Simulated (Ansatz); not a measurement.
**Pr2N2 in a box, plane waves**

Ansatz 0.2.0, DFT PBE, scalar-relativistic, plane waves, PAW, molecule in a box. The geometry was relaxed with Gaussian bases (TPSS; Pr lcecp-1-SVP with ECP48, N def2-SVP).

```yaml
crystal:
  lattice:
    - [11.84, 0.0, 0.0]
    - [0.0, 9.0, 0.0]
    - [0.0, 0.0, 12.19]
  atoms:
    - { symbol: Pr, position: [0.49991047, 0.5, 0.63080476], spin: 2.0 }
    - { symbol: Pr, position: [0.49991047, 0.5, 0.36915505], spin: 2.0 }
    - { symbol: "N", position: [0.61975422, 0.5, 0.49998031] }
    - { symbol: "N", position: [0.38006757, 0.5, 0.49998031] }
basis:
  ecutwfc: 420
  ecutrho_ratio: 4
kpoints:
  mp_grid: { grid: [1, 1, 1] }
hamiltonian:
  xc: pbe
scf:
  occupations: { method: gaussian, width: 0.01 }
output:
  forces: true
  eigenvalues: true
  populations: true
  hubbard: { sites: [{ species: Pr, l: f }] }
magnetization:
  spin_polarized: true
```

Command:
```sh
ansatz run input.yaml --threads 2 --pin off --max-ram 5120MiB --backend cpu --events-out ev --progress --plain --runs-dir out
```
It took 2.5 min on 2 threads of Intel(R) Xeon(R) 6975P-C (Granite Rapids), on a shared host, peak memory 1.1 GiB.

Q: How does the SCF go?

A: 
```
SCF iter   1: F=—  HF=-14649.218945 eV  |F-HF|=—  |Δ(HF+E_count)|=         —  Δρ=2.43e-2 (↑2.40e-2 ↓2.43e-2)
Mixer restart at iter 1: flushing history
preconditioner: auto → Resta (q_TF=auto, 1.501 Å⁻¹)  ε∞=1.5  [insulator: Δε(μ)=0.021 eV  Ē_g=5.630 eV  σ=0.010 eV  W_gap=0.86  n_s
spin=Collinear: Resta preconditioning applied to the charge; magnetization (m = ρ↑ − ρ↓) channel mixes plain (no charge-response k
SCF iter   2: F=—  HF=-14635.805385 eV  |F-HF|=—  |Δ(HF+E_count)|=    1.34e1  Δρ=1.29e-2 (↑1.29e-2 ↓1.05e-2)
...
SCF iter  42: F=—  HF=-14635.854767 eV  |F-HF|=—  |Δ(HF+E_count)|=   1.07e-4  Δρ=4.21e-5 (↑4.21e-5 ↓1.38e-5)
SCF iter  43: F=—  HF=-14635.854778 eV  |F-HF|=—  |Δ(HF+E_count)|=   1.15e-5  Δρ=9.61e-6 (↑9.61e-6 ↓2.99e-6)
SCF iter  44: F=—  HF=-14635.854779 eV  |F-HF|=—  |Δ(HF+E_count)|=   1.04e-6  Δρ=2.38e-6 (↑2.38e-6 ↓1.46e-6)
SCF iter  45: F=-14635.854779 eV  HF=-14635.854779 eV  |F-HF|=1.08e-8  |Δ(HF+E_count)|=   5.08e-9  Δρ=7.32e-7 (↑7.32e-7 ↓2.43e-7)
SCF iter  46: F=-14635.854779 eV  HF=-14635.854779 eV  |F-HF|=1.08e-8  |Δ(HF+E_count)|=  3.64e-12  Δρ=7.33e-7 (↑7.33e-7 ↓2.43e-7)
```

Q: Which levels lie next to the highest filled one (eV, counted from it)?

A: Filled: -1.76, -1.73, -1.66, -1.66, -1.51, -1.50, -0.29, -0.14, -0.04, 0.00. Empty: 0.10, 0.20, 0.25, 0.35, 0.39, 0.49, 0.55, 0.56.

Q: How is the f shell of Pr1 filled?

A: Natural occupations, full = 1; up: 0.02, 0.03, 0.06, 0.08, 0.16, 0.86, 0.98; down: 0.00, 0.01, 0.02, 0.02, 0.05, 0.06, 0.08; in all 2.45 e.

Q: How is the f shell of Pr2 filled?

A: Natural occupations, full = 1; up: 0.02, 0.02, 0.06, 0.12, 0.13, 0.91, 0.98; down: 0.00, 0.01, 0.01, 0.02, 0.04, 0.06, 0.08; in all 2.47 e.

Q: What forces are left at this geometry, relaxed with Gaussian bases (eV/Å)?

A: 
```
Pr   0.01  0.04 -1.97
Pr   0.00  0.04  1.77
N   -2.12 -0.04  0.11
N    2.11 -0.04  0.09
```

The open shells may stand above their lowest state.

Forces this large are more than functional and basis usually give, so the two programs probably hold different electronic states.

No frequency check is given that shows the relaxed geometry to be a minimum. An lcecp potential fixes the number of 4f electrons, so in runs with it no electron can move into or out of that shell.
